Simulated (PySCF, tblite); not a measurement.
# C₆H₅BCl radical: geometry, infrared bands and EPR parameters

What infrared bands and EPR parameters should C₆H₅BCl radical (`[H]/[C]=C\C(C#C)=C/BCl`) show?

Programs: tblite 0.8.0 and PySCF 2.14.0, with density-fitted response routines of our own. Each step states its level of theory. These are calculated values for one molecule in the gas phase, unless marked as measured. Atoms are numbered from 0 throughout.

### 1 The starting structure

13 atoms, charge 0, multiplicity 2; geometry from: force field or distance geometry start.

Bonds of the start (Å): C0–C1 1.32, C1–C2 1.50, C2–C3 1.44, C3–C4 1.21, C2–C5 1.33, C5–B6 1.58, B6–Cl7 1.85, C0–H8 1.09, C1–H9 1.07, C4–H10 1.06, C5–H11 1.09, B6–H12 1.18.

### 2 Geometry optimisation with GFN2-xTB

The job: settings as JSON, then the geometry in Å.

```
{"job": {"kind": "relax", "xc": "GFN2-xTB", "basis": "xTB"}, "charge": 0, "multiplicity": 2}
C     -1.585300     1.868000     0.639400
C     -0.458400     1.385100     0.146500
C     -0.179300    -0.082300     0.020000
C     -1.258400    -1.017100     0.242000
C     -2.149200    -1.815800     0.452500
C      1.005100    -0.577200    -0.342900
B      2.319400     0.257400    -0.620000
Cl     3.868500    -0.621600    -1.102400
H     -2.403400     1.238300     0.975000
H      0.282800     2.103600    -0.141300
H     -2.932700    -2.508500     0.614300
H      1.119100    -1.653400    -0.442700
H      2.367300     1.424100    -0.458000
```

Started as:

```console
$ OMP_NUM_THREADS=1 python probes_run.py task.json out
```

The driver reads the jobs from task.json and runs them one after another.

Standard output:

```text
step      E/eV     max force
  0    -570.62734    2.559
  1    -570.76094    2.121
  2    -570.82949    2.690
  3    -570.92349    1.243
  4    -570.95692    0.620
  5    -570.97654    0.431
  6    -570.99350    0.293
  7    -571.00230    0.215
  8    -571.00593    0.220
  9    -571.00850    0.131
 10    -571.01055    0.144
 11    -571.01271    0.140
 12    -571.01488    0.146
 13    -571.01726    0.123
 14    -571.01970    0.174
 15    -571.02179    0.155
 16    -571.02302    0.079
 17    -571.02357    0.054
 18    -571.02395    0.056
 19    -571.02432    0.059
 20    -571.02457    0.036
 21    -571.02470    0.025
 22    -571.02477    0.023
 23    -571.02486    0.032
 24    -571.02497    0.032
 25    -571.02507    0.030
 26    -571.02518    0.034
 27    -571.02533    0.035
 28    -571.02553    0.047
 29    -571.02573    0.044
 30    -571.02585    0.027
 31    -571.02592    0.030
 32    -571.02599    0.028
 33    -571.02611    0.038
 34    -571.02625    0.043
 35    -571.02637    0.029
 36    -571.02643    0.021
 37    -571.02649    0.020
 38    -571.02656    0.023
 39    -571.02663    0.023
 40    -571.02669    0.024
 41    -571.02673    0.019
 42    -571.02678    0.018
 43    -571.02683    0.021
 44    -571.02689    0.021
 45    -571.02693    0.020
 46    -571.02697    0.017
 47    -571.02701    0.018
 48    -571.02706    0.019
 49    -571.02712    0.028
 50    -571.02719    0.037
 51    -571.02729    0.038
 52    -571.02741    0.034
 53    -571.02752    0.027
 54    -571.02758    0.020
 55    -571.02761    0.020
 56    -571.02764    0.017
 57    -571.02768    0.016
 58    -571.02771    0.014
 59    -571.02773    0.014
 60    -571.02775    0.014
 61    -571.02778    0.017
 62    -571.02782    0.017
 63    -571.02785    0.012
 64    -571.02787    0.008
```

Wall time 0.4 s (1 thread of Arm Neoverse V1, shared host).

The steps of the relaxation: (not every step is listed)

```csv
step,energy from step 0 (eV),largest force (eV/Å)
0,0.0000,2.5587
1,-0.1336,2.1214
2,-0.2021,2.6898
3,-0.2962,1.2430
4,-0.3296,0.6195
5,-0.3492,0.4313
6,-0.3662,0.2928
7,-0.3750,0.2145
8,-0.3786,0.2199
13,-0.3899,0.1227
18,-0.3966,0.0557
23,-0.3975,0.0324
28,-0.3982,0.0466
33,-0.3988,0.0383
38,-0.3992,0.0227
43,-0.3995,0.0215
48,-0.3997,0.0193
53,-0.4002,0.0268
58,-0.4004,0.0142
59,-0.4004,0.0143
60,-0.4004,0.0139
61,-0.4004,0.0170
62,-0.4005,0.0175
63,-0.4005,0.0124
64,-0.4005,0.0084
```

Distances of close pairs at the start and the end, largest changes first:

```csv
bond,before (Å),after (Å),change (Å)
B6–Cl7,1.845,1.708,-0.137
C5–B6,1.581,1.533,-0.049
C2–C3,1.445,1.414,-0.031
C2–C5,1.334,1.359,+0.025
C1–C2,1.499,1.474,-0.025
C0–C1,1.321,1.299,-0.022
C0–H8,1.086,1.065,-0.021
C3–C4,1.215,1.202,-0.013
```

The end geometry stands in the next job.

### 3 Infrared spectrum with GFN2-xTB

The job: settings as JSON, then the geometry in Å.

```
{"job": {"kind": "ir", "xc": "GFN2-xTB", "basis": "xTB"}, "charge": 0, "multiplicity": 2}
C     -1.620499     1.802728     0.632577
C     -0.481850     1.325443     0.228090
C     -0.160822    -0.099687     0.029314
C     -1.213548    -1.016498     0.253779
C     -2.097551    -1.811210     0.430869
C      1.062905    -0.556660    -0.346114
B      2.331523     0.249775    -0.645177
Cl     3.741555    -0.612433    -1.076458
H     -2.583087     1.454668     0.926150
H      0.344676     1.989015     0.007455
H     -2.868283    -2.506411     0.586532
H      1.125670    -1.637671    -0.440144
H      2.414921     1.419428    -0.604601
```

Standard output:

```text
mode    cm-1     km/mol
  1      49.1      0.23
  2      89.7      0.39
  3     104.3      0.26
  4     129.4      0.09
  5     155.4      0.44
  6     258.2      1.33
  7     267.9      0.05
  8     297.8      0.00
  9     437.5      1.83
 10     464.7      0.16
 11     514.1     16.61
 12     610.4     28.22
 13     665.8      0.63
 14     683.3      1.07
 15     688.0     29.16
 16     747.1    106.25
 17     777.1     32.42
 18     812.8     16.76
 19     853.4     41.11
 20     907.5     16.77
 21    1012.4      8.18
 22    1092.8    211.78
 23    1150.5    136.34
 24    1217.6     16.35
 25    1308.0     22.48
 26    1545.0    340.97
 27    1666.5      3.49
 28    2236.6     17.90
 29    2601.7     85.88
 30    3017.6     22.76
 31    3030.4      6.01
 32    3197.8      9.81
 33    3389.8      6.95
```

It took 0.42 s on 1 thread of Arm Neoverse V1, shared host.

Which atoms move in the most intense modes:

```csv
cm⁻¹,km/mol,atoms
688,29.2,"H12 54 %, B6 32 %"
747,106.2,"H8 36 %, C0 23 %, C5 12 %"
777,32.4,"B6 58 %, Cl7 16 %"
853,41.1,"H11 67 %, C5 20 %"
1093,211.8,"B6 37 %, H11 22 %, H12 16 %"
1150,136.3,"C2 35 %, H12 15 %, H9 14 %, C1 11 %"
1545,341.0,"C2 48 %, C5 46 %"
2602,85.9,H12 92 %
```

### 4 g tensor and hyperfine couplings: B3LYP/pcH-1

Settings changed since step 3:

```diff
@@ -1,2 +1,2 @@
-{"job": {"kind": "ir", "xc": "GFN2-xTB", "basis": "xTB"}, "charge": 0, "multiplicity": 2}
+{"job": {"kind": "epr", "basis": "pcH-1"}, "charge": 0, "multiplicity": 2}
 C     -1.620499     1.802728     0.632577
```

Method: UKS B3LYP, pcH-1 on B C Cl H, non-relativistic, mean-field spin-orbit, GIAO.

Standard output:

```text
UKS, coarse grid
  cycle   1  E = -716.51805784  |g| = 3.27e-01
  cycle   2  E = -716.51406515  |g| = 3.34e-01
  cycle   3  E = -716.56373833  |g| = 1.09e-01
  cycle   4  E = -716.56908957  |g| = 4.91e-02
  cycle   5  E = -716.57053204  |g| = 8.92e-03
  cycle   6  E = -716.57060127  |g| = 4.57e-03
  cycle   7  E = -716.57062710  |g| = 3.56e-03
  cycle   8  E = -716.57064039  |g| = 2.02e-03
  cycle   9  E = -716.57065180  |g| = 1.14e-03
  cycle  10  E = -716.57065505  |g| = 5.90e-04
UKS, final grid
  cycle   1  E = -716.57063727  |g| = 8.49e-04
  cycle   2  E = -716.57063661  |g| = 1.62e-03
  cycle   3  E = -716.57063798  |g| = 2.59e-04
  cycle   4  E = -716.57063807  |g| = 1.99e-04
  cycle   5  E = -716.57063826  |g| = 1.07e-04
  cycle   6  E = -716.57063828  |g| = 1.69e-05
  cycle   7  E = -716.57063828  |g| = 1.13e-05
E = -716.57063828 Eh   <S^2> = 0.7648 (exact 0.7500)
g shifts (ppm)      1          2          3
  rmc          -151       -151       -151
  gc             38          4        -38
  oz_so        -780       -213        590
  total        -892       -359        401
hyperfine (MHz)  atom isotope    a_iso     a_fc   dipolar eigenvalues
    0   13C     332.53     332.67    -85.82    -58.42    144.24
    1   13C      -3.44      -3.45    -19.25      3.19     16.07
    2   13C      93.49      93.49     -9.19     -1.39     10.58
    3   13C      -5.43      -5.43     -2.06      0.32      1.75
    4   13C       2.94       2.94     -1.43      0.05      1.38
    5   13C      -0.95      -0.97     -9.12      3.05      6.07
    6   11B       0.80       0.81     -1.46      0.41      1.05
    7  35Cl       0.07       0.09     -1.77      0.74      1.03
    8    1H      37.82      37.82    -33.30     -8.64     41.93
    9    1H     115.83     115.83     -6.82     -5.60     12.42
   10    1H      -0.94      -0.94     -1.05     -0.85      1.90
   11    1H      12.34      12.34     -1.41     -1.26      2.67
   12    1H       3.71       3.72     -1.38     -1.23      2.61
```

It took 88 s on 1 thread of Arm Neoverse V1, shared host; peak memory 0.93 GiB.

Principal g values 2.00143, 2.00196, 2.00272; g(iso) = 2.00204, against 2.00232 for a free electron.

Hyperfine couplings, nucleus by nucleus at this fixed geometry (no averaging over rotations):

```csv
nuclei,isotope,a(iso) (MHz),"a(iso) (G, at g = 2.0023)",largest dipolar term (MHz)
C0,13C,332.5,118.7,144.2
H9,1H,115.8,41.3,12.4
C2,13C,93.5,33.4,10.6
H8,1H,37.8,13.5,41.9
H11,1H,12.3,4.4,2.7
C3,13C,-5.4,-1.9,-2.1
H12,1H,3.7,1.3,2.6
C1,13C,-3.4,-1.2,-19.3
C4,13C,2.9,1.0,-1.4
C5,13C,-1.0,-0.3,-9.1
H10,1H,-0.9,-0.3,1.9
B6,11B,0.8,0.3,-1.5
Cl7,35Cl,0.1,0.0,-1.8
```

Mulliken spin populations:

C0 1.08; C1 -0.17; C2 0.10; C3 -0.01; C4 0.01; C5 -0.05; B6 -0.01; Cl7 0.00; H8 0.01; H9 0.04; H10 0.00; H11 0.01; H12 0.00

In first order the couplings over 0.8 MHz of 1H, 11B give 128 distinct lines over 61.7 G.

Orbitals, density, ELF and potential are computed afterwards from the orbital file.

ELF in a plane through or near 13 of the atoms.

Ten even steps from ' ' (0.00) to '@' (1.00):
```
                                                        
                                ::::..                  
                              ==####++::                
                      ....    ++%%%%**--                
                      ##%%--..++@@@@%%##++..            
          ..**@@##    @@@@@@==##==..@@@@@@##            
          --@@@@@@++  %%@@@@::##--::@@@@@@%%            
            %%@@@@@@::  **++..--++==##%%##..            
            ==@@@@@@--  ..##@@##..                      
      ----....**----++--====--**::::::..                
    --##%%####++##--@@++##**..##**++####++::            
    ==%%@@----%%==**%%--::##++%%++::%%##**--..          
    --%%%%++####==::**++**--..**::++==..####--          
    ..**%%**==%%--  **@@@@**  --%%%%::..@@@@@@==        
      --**%%@@%%--  **@@@@##  ..**##**%%@@@@@@**        
      ..::++**++..  ..@@@@::    --====++@@@@@@::        
          ..::..      ::::      ..::....--++::          
                                                        
                                                        
                                                        
```
The map spans 12.7 Å across and 9.3 Å up, centred on the molecule. Atoms in the plane (x, y in Å): C0 (1.4, 2.1), C1 (0.3, 1.4), C2 (0.2, -0.1), C3 (1.4, -0.8), C4 (2.4, -1.5), C5 (-1.0, -0.7), B6 (-2.4, -0.1), Cl7 (-3.8, -1.2), H8 (2.5, 1.9), H9 (-0.6, 1.9), H10 (3.3, -2.0), H11 (-0.9, -1.8), H12 (-2.7, 1.0).

On the surface of density 0.002 e/bohr³ the electrostatic potential runs, from the 1st to the 99th percentile, from -0.50 V near Cl7 to 1.70 V near H10.

The spin density lies nearest to C0 69 %; H8 9 %; C1 7 % (beta excess).

### 5 Summary of results

| quantity | value |
| --- | --- |
| strongest single infrared mode (GFN2-xTB) | 1545 cm⁻¹, 341 km/mol |
| zero-point energy (GFN2-xTB) | 51.4 kcal/mol |
| g(iso) (B3LYP) | 2.00204 |
| ⟨S²⟩ | 0.765 (exact 0.75) |
| largest a(iso) | 13C on C0, 332.5 MHz |
| potential on the surface of density 0.002 e/bohr³, 1st and 99th percentile | -0.50 V and 1.70 V |

What this shows: Relaxing lowered the energy by 0.401 eV in 64 steps; the close pair that moved most is B6–Cl7, from 1.845 to 1.708 Å. All 33 modes are real, so the xTB geometry is a minimum. The strongest single mode, at 1545 cm⁻¹, moves mainly C2 and C5. Unscaled tight-binding wavenumbers are off by several per cent, some by more. Its intensities can rank the bands wrongly. Most of the unpaired spin sits on C0 (1.08 e). The isotropic g lies 0.3 ppt below the free-electron value. These values are for one conformer; the search (at its own cheap level) found 1 more, at 0.80 kcal/mol, and measured spectra average over such forms.
